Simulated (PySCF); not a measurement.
# C4H9BO: the cost of one run

The runs use PySCF 2.14.0, with density-fitted response routines of our own; the level of theory stands in each step. All values are computed, except where a source is named. Atoms are numbered from 0 throughout.

### Step 1. The starting structure

15 atoms, charge 0, multiplicity 1; geometry from: GFN2-xTB.

Bonds of the start (Å): C0–C1 1.20, C1–B2 1.55, B2–O3 1.69, O3–C4 1.42, O3–C5 1.42, C0–H6 1.05, B2–H7 1.19, B2–H8 1.19, C4–H9 1.09, C4–H10 1.09, C4–H11 1.09, C5–H12 1.09, C5–H13 1.09, C5–H14 1.09.

### Step 2. J couplings: B3LYP/pcJ-1

Job settings and geometry (Å):

```
{"job": {"kind": "j", "xc": "B3LYP", "basis": "pcJ-1"}, "charge": 0, "multiplicity": 1}
C      2.353697    -0.355536     0.840824
C      1.650612     0.305223     0.123685
B      0.695784     1.114108    -0.787279
O     -0.788533     0.307954    -0.729431
C     -0.682186    -1.002097    -1.254521
C     -1.318423     0.307888     0.582959
H      2.995194    -0.913878     1.461888
H      0.435263     2.197609    -0.374752
H      0.982028     1.078788    -1.939575
H     -1.665343    -1.480589    -1.251262
H     -0.321481    -0.912296    -2.276673
H      0.025883    -1.602749    -0.675224
H     -0.649678    -0.210291     1.277259
H     -2.300709    -0.172816     0.584014
H     -1.416520     1.346672     0.890522
```

Method: B3LYP/pcJ-1 indirect spin-spin coupling, non-relativistic, gas phase.

On the command line:

```sh
OMP_NUM_THREADS=1 python probes_run.py task.json out
```

This one command runs all jobs of the session in turn.

Q: Estimate the wall time and peak memory of this job on 1 thread of Arm Neoverse N1, shared host.

About 74 s, with a peak of 0.95 GiB.
